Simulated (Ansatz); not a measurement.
# H7InO2Si2: how energies converge with the basis set

How large a basis does H7InO2Si2 need? Two functionals are run in growing sets.

Method: one geometry, several basis sets; program: Ansatz 0.2.0, Gaussian basis.

Levels to be run: PBE0-D4/def2-SVP; ωB97M-V/def2-SVP; PBE0-D4/def2-QZVPP; ωB97M-V/def2-QZVPP; the functionals' def2-TZVPP values are taken from earlier runs.

## (1) The relaxed structure

The geometry comes from an earlier relaxation with PBE0-D4 in a triple-zeta def2 set; it is a stationary point, not always the lowest conformer. In takes the def2 core potential; no spin-orbit term is included.

SMILES `[SiH3][O][InH][O][SiH3]`, 12 atoms, charge 0, spin multiplicity 1.

Atoms are counted from 1 here; the program's logs count them from 0.

Bond lengths: Si1–O2 1.629 Å, Si1–H6 1.489 Å, Si1–H7 1.488 Å, Si1–H8 1.492 Å, O2–In3 1.969 Å, In3–O4 1.969 Å, In3–H9 1.681 Å, O4–Si5 1.629 Å, Si5–H10 1.488 Å, Si5–H11 1.489 Å, Si5–H12 1.492 Å. Angles: O2–Si1–H6 111.2°, O2–Si1–H7 109.1°, O2–Si1–H8 111.6°, H6–Si1–H7 108.6°, H6–Si1–H8 108.0°, H7–Si1–H8 108.3°, Si1–O2–In3 139.7°, O2–In3–O4 110.2°, O2–In3–H9 124.9°, O4–In3–H9 124.9°, In3–O4–Si5 139.6°, O4–Si5–H10 109.1°, O4–Si5–H11 111.2°, O4–Si5–H12 111.6°, H10–Si5–H11 108.6°, H10–Si5–H12 108.3°, H11–Si5–H12 108.0°.

## (2) PBE0-D4 in def2-SVP

in.yaml

```yaml
crystal:
  periodic: [false, false, false]
  atoms:
    - {symbol: Si, position_ang: [-1.952488, 0.022493, 0.838901]}
    - {symbol: O, position_ang: [-0.643821, -0.354293, 1.733089]}
    - {symbol: In, position_ang: [1.283138, -0.688568, 1.506688]}
    - {symbol: O, position_ang: [1.831292, -0.280823, -0.339860]}
    - {symbol: Si, position_ang: [1.218371, 0.371654, -1.701026]}
    - {symbol: H, position_ang: [-2.114868, 1.498101, 0.718899]}
    - {symbol: H, position_ang: [-3.167316, -0.536841, 1.491779]}
    - {symbol: H, position_ang: [-1.857667, -0.544686, -0.537921]}
    - {symbol: H, position_ang: [2.312271, -1.242083, 2.715663]}
    - {symbol: H, position_ang: [2.320861, 0.993970, -2.483409]}
    - {symbol: H, position_ang: [0.562851, -0.664870, -2.546077]}
    - {symbol: H, position_ang: [0.207377, 1.425956, -1.396727]}
basis:
  gaussian: {orbitals: def2-SVP}
hamiltonian: {xc: pbe0, dispersion: d4}
output: {orbitals: {seedname: orbitals}}
```

Run with:

```console
$ ansatz run in.yaml --threads 2 --pin off --events-out ev --progress --plain --max-ram 32768MiB --backend cpu
```

Further steps of the session: ωB97M-V in def2-SVP; PBE0-D4 in def2-QZVPP; ωB97M-V in def2-QZVPP.

Before running them: what should the planned runs give, taken together? Wanted: PBE0-D4: double and triple zeta above quadruple; ωB97M-V: double and triple zeta above quadruple.

As calculated:

| quantity | value |
| --- | --- |
| PBE0-D4: double and triple zeta above quadruple | 12.18, 0.87 eV |
| ωB97M-V: double and triple zeta above quadruple | 12.30, 0.81 eV |

**Reading.** PBE0-D4 gains 11.31 eV from double to triple zeta, then 0.87 eV more. Total energies overstate the basis error of differences, where much of it tends to cancel.
